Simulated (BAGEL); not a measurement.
**CH6O2Si (SMILES C[SiH](O)O): HF/3-21G (density fitting with qzvpp-jkfit)**

Aim: the energy change on altering one bond length of CH6O2Si at HF/3-21G (density fitting with qzvpp-jkfit), from 2 runs. 

Program for the calculation: BAGEL 1.2.2.

2 further runs of the same task are left out: 1 that didn't finish, 1 set aside as unsound or not needed. Runs told in other sessions of the task aren't counted.

## Step 1: The system as given

The species is CH6O2Si (10 atoms), meant as a singlet with charge 0. SMILES: `C[SiH](O)O`. The shape is that of a PBE0-D4/def2-TZVP optimisation. This is one conformer, not always the lowest.

Bond lengths: C1–Si2 1.852 Å, Si2–O3 1.647 Å, Si2–O4 1.646 Å, C1–H5 1.093 Å, C1–H6 1.093 Å, C1–H7 1.092 Å, Si2–H8 1.484 Å, O3–H9 0.958 Å, O4–H10 0.958 Å. Some angles: C1–Si2–O3 105.2°, C1–Si2–O4 112.8°, O3–Si2–O4 112.2°, C1–Si2–H8 113.0°, O3–Si2–H8 110.8°, O4–Si2–H8 103.1°, Si2–C1–H5 111.0°, Si2–C1–H6 110.6°, Si2–C1–H7 110.8°, Si2–O3–H9 117.2°.

## Step 2: A single-point energy at HF/3-21G (density fitting with qzvpp-jkfit)

Contents of calc.json:

```json
{ "bagel" : [

{
  "title" : "molecule",
  "basis" : "3-21g",
  "df_basis" : "qzvpp-jkfit",
  "angstrom" : "true",
  "geometry" : [
    { "atom" : "C", "xyz" : [      -1.293000,       0.347800,      -0.146400 ] },
    { "atom" : "Si", "xyz" : [       0.517500,       0.180000,       0.206800 ] },
    { "atom" : "O", "xyz" : [       0.650400,      -1.156000,       1.160800 ] },
    { "atom" : "O", "xyz" : [       1.425000,       0.058500,      -1.161600 ] },
    { "atom" : "H", "xyz" : [      -1.681100,      -0.549800,      -0.635600 ] },
    { "atom" : "H", "xyz" : [      -1.853400,       0.489100,       0.780800 ] },
    { "atom" : "H", "xyz" : [      -1.484400,       1.203800,      -0.797400 ] },
    { "atom" : "H", "xyz" : [       1.088600,       1.369900,       0.884700 ] },
    { "atom" : "H", "xyz" : [       1.521500,      -1.366900,       1.499800 ] },
    { "atom" : "H", "xyz" : [       1.192100,      -0.627600,      -1.788900 ] }
  ]
},

{ "title" : "hf" },

{ "title" : "print", "file" : "orbitals.molden", "orbitals" : "true" }

]}
```

The run is started by

```sh
BAGEL_NUM_THREADS=1 BAGEL calc.json > calc.out
```

The program printed:

```text
* using 1 threads per process

  ===============================================================
  ===============================================================

  *** Geometry ***

  { "atom" : "C", "xyz" : [     -2.443416,      0.657247,     -0.276656 ] },
  { "atom" : "Si", "xyz" : [      0.977933,      0.340151,      0.390795 ] },
  { "atom" : "O", "xyz" : [      1.229078,     -2.184523,      2.193594 ] },
  { "atom" : "O", "xyz" : [      2.692860,      0.110549,     -2.195106 ] },
  { "atom" : "H", "xyz" : [     -3.176819,     -1.038971,     -1.201110 ] },
  { "atom" : "H", "xyz" : [     -3.502418,      0.924265,      1.475498 ] },
  { "atom" : "H", "xyz" : [     -2.805109,      2.274852,     -1.506868 ] },
  { "atom" : "H", "xyz" : [      2.057156,      2.588736,      1.671841 ] },
  { "atom" : "H", "xyz" : [      2.875218,     -2.583067,      2.834211 ] },
  { "atom" : "H", "xyz" : [      2.252743,     -1.185992,     -3.380531 ] },

  Number of auxiliary basis functions:      465

  Since a DF basis is specified, we compute 2- and 3-index integrals:
    o Being stored without compression. Storage requirement is 0.010 GB

  Number of basis functions:       52
  Number of electrons      :       42

    * METHOD: MOLECULE                             0.13

  *** RHF ***

  === Nuclear Repulsion ===
   183.9643717145

      * DIIS with orbital gradients will be used.

  === RHF iteration (3-21g) ===
      0       -477.34918633          0.03077502           0.03
      1       -477.48852861          0.01626943           0.03
      2       -477.53580988          0.00146250           0.03
      3       -477.53649272          0.00039627           0.03
      4       -477.53653584          0.00007758           0.03
      5       -477.53653899          0.00001275           0.03
      6       -477.53653909          0.00000295           0.03
      7       -477.53653909          0.00000101           0.03
      8       -477.53653909          0.00000027           0.03
      9       -477.53653909          0.00000008           0.03
     10       -477.53653909          0.00000003           0.03
     11       -477.53653909          0.00000001           0.03
    * SCF iteration converged.

    * Permanent dipole moment:
           (    0.031833,     0.337244,     0.166943) a.u.

    * METHOD: HF                                   0.40

    * METHOD: PRINT                                0.00

  ===============================================================
```

Wall time 0.7 s (1 thread of Arm Neoverse V2, shared host); peak memory 0.084 GiB.

## Step 3: The distorted shape at the same level

Contents of job.json:

```json
{ "bagel" : [

{
  "title" : "molecule",
  "basis" : "3-21g",
  "df_basis" : "qzvpp-jkfit",
  "angstrom" : "true",
  "geometry" : [
    { "atom" : "C", "xyz" : [   -1.208918,    0.326600,   -0.285516 ] },
    { "atom" : "Si", "xyz" : [    0.601582,    0.158800,    0.067684 ] },
    { "atom" : "O", "xyz" : [    0.734482,   -1.177200,    1.021684 ] },
    { "atom" : "O", "xyz" : [    1.509082,    0.037300,   -1.300716 ] },
    { "atom" : "H", "xyz" : [   -1.597018,   -0.571000,   -0.774716 ] },
    { "atom" : "H", "xyz" : [   -1.853400,    0.489100,    0.780800 ] },
    { "atom" : "H", "xyz" : [   -1.400318,    1.182600,   -0.936516 ] },
    { "atom" : "H", "xyz" : [    1.172682,    1.348700,    0.745584 ] },
    { "atom" : "H", "xyz" : [    1.605582,   -1.388100,    1.360684 ] },
    { "atom" : "H", "xyz" : [    1.276182,   -0.648800,   -1.928016 ] }
  ]
},
{ "title" : "hf" },
{ "title" : "print", "file" : "orbitals.molden", "orbitals" : "true" }

]}
```

The run is started by

```sh
BAGEL_NUM_THREADS=1 BAGEL job.json > job.out
```

The program printed:

```text
* using 1 threads per process

  ===============================================================
  ===============================================================

  *** Geometry ***

  { "atom" : "C", "xyz" : [     -2.284524,      0.617185,     -0.539547 ] },
  { "atom" : "Si", "xyz" : [      1.136825,      0.300089,      0.127904 ] },
  { "atom" : "O", "xyz" : [      1.387970,     -2.224586,      1.930703 ] },
  { "atom" : "O", "xyz" : [      2.851752,      0.070487,     -2.457997 ] },
  { "atom" : "H", "xyz" : [     -3.017927,     -1.079034,     -1.464001 ] },
  { "atom" : "H", "xyz" : [     -3.502418,      0.924265,      1.475498 ] },
  { "atom" : "H", "xyz" : [     -2.646218,      2.234790,     -1.769759 ] },
  { "atom" : "H", "xyz" : [      2.216048,      2.548674,      1.408950 ] },
  { "atom" : "H", "xyz" : [      3.034110,     -2.623129,      2.571320 ] },
  { "atom" : "H", "xyz" : [      2.411634,     -1.226054,     -3.643422 ] },

  Number of auxiliary basis functions:      465

  Since a DF basis is specified, we compute 2- and 3-index integrals:
    o Being stored without compression. Storage requirement is 0.010 GB

  Number of basis functions:       52
  Number of electrons      :       42

    * METHOD: MOLECULE                             0.13

  *** RHF ***

  === Nuclear Repulsion ===
   183.3222821954

      * DIIS with orbital gradients will be used.

  === RHF iteration (3-21g) ===
      0       -477.33643447          0.03061712           0.03
      1       -477.47392895          0.01630978           0.03
      2       -477.52144184          0.00145144           0.03
      3       -477.52212925          0.00038954           0.03
      4       -477.52216957          0.00007757           0.03
      5       -477.52217266          0.00001334           0.03
      6       -477.52217276          0.00000372           0.03
      7       -477.52217277          0.00000176           0.03
      8       -477.52217277          0.00000028           0.03
      9       -477.52217277          0.00000011           0.03
     10       -477.52217277          0.00000004           0.03
     11       -477.52217277          0.00000001           0.03
    * SCF iteration converged.

    * Permanent dipole moment:
           (    0.012322,     0.342283,     0.201519) a.u.

    * METHOD: HF                                   0.41

    * METHOD: PRINT                                0.00

  ===============================================================
```

Run time: 0.72 s. Hardware: 1 thread of Arm Neoverse V2, shared host; peak memory 0.084 GiB.

## Step 4: What came out

Level: HF/3-21G (density fitting with qzvpp-jkfit).

| quantity | value |
| --- | --- |
| first shape: total energy | -477.53654 Eh |
| first shape: dipole moment | 0.96 D |
| first shape: HOMO energy | -11.88 eV |
| first shape: LUMO energy | 5.97 eV |
| first shape: HOMO–LUMO gap | 17.85 eV |
| distorted shape: total energy | -477.52217 Eh |
| distorted shape: dipole moment | 1.01 D |
| distorted shape: HOMO energy | -11.88 eV |
| distorted shape: LUMO energy | 5.84 eV |
| distorted shape: HOMO–LUMO gap | 17.72 eV |
| energy change with the C1–H6 bond stretched from 1.093 to 1.257 Å | 0.391 eV |

With the C1–H6 bond stretched from 1.093 to 1.257 Å the energy rises by 0.39 eV (37.7 kJ/mol). The first shape isn't relaxed at this level, so the change isn't measured from a minimum.
